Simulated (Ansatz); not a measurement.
# BFH4SSi2: the cost of one run

Program: Ansatz 0.2.0. Level of theory: RKS PBE/STO-3G. These are calculated values, not measurements.

### 1 The system as given

Bond lengths: F1–Si2 1.647 Å, Si2–Si3 2.064 Å, Si2–B4 1.941 Å, Si3–B4 1.967 Å, B4–S5 1.935 Å, Si2–H6 1.477 Å, Si3–H7 1.503 Å, Si3–H8 1.435 Å, S5–H9 1.361 Å. Angles (14 of 16 angles, heavy atoms first): F1–Si2–Si3 114.1°, F1–Si2–B4 113.5°, Si3–Si2–B4 58.7°, Si2–Si3–B4 57.5°, Si2–B4–Si3 63.8°, Si2–B4–S5 150.3°, Si3–B4–S5 145.8°, F1–Si2–H6 118.9°, Si3–Si2–H6 123.1°, B4–Si2–H6 113.1°, Si2–Si3–H7 115.4°, Si2–Si3–H8 117.2°, B4–Si3–H7 110.7°, B4–Si3–H8 114.7°.

Structure file:

```xyz
9

F     1.0155    1.6952   -1.4413
Si    1.1291    0.7408   -0.1040
Si    0.5307   -1.2114   -0.4078
B    -0.5877    0.1016    0.5374
S    -2.3015    0.4386    1.3693
H     2.0416    1.1437    0.9855
H     1.0989   -2.2162    0.5547
H     0.0662   -1.5589   -1.7208
H    -2.9043    0.8203    0.2099
```

### 2 Preparing the start

Input file input.yaml:

```yaml
crystal:
  periodic: [false, false, false]
  atoms:
    - { symbol: F, position_ang: [1.0155, 1.6952, -1.4413] }
    - { symbol: Si, position_ang: [1.1291, 0.7408, -0.104] }
    - { symbol: Si, position_ang: [0.5307, -1.2114, -0.4078] }
    - { symbol: B, position_ang: [-0.5877, 0.1016, 0.5374] }
    - { symbol: S, position_ang: [-2.3015, 0.4386, 1.3693] }
    - { symbol: H, position_ang: [2.0416, 1.1437, 0.9855] }
    - { symbol: H, position_ang: [1.0989, -2.2162, 0.5547] }
    - { symbol: H, position_ang: [0.0662, -1.5589, -1.7208] }
    - { symbol: H, position_ang: [-2.9043, 0.8203, 0.2099] }
basis:
  gaussian: { orbitals: STO-3G }
hamiltonian:
  xc: pbe
relax:
  f_tol: 0.02
  max_steps: 40
```

On the command line:

```
$ ansatz run input.yaml --threads 1 --pin off --max-ram 2048MiB --backend cpu --events-out ev --progress --plain --runs-dir out
```

**Question.** How long does this run take on 1 thread of Arm Neoverse V2, shared host, and how much memory does it need?

About 41 s, with a peak of 0.14 GiB.
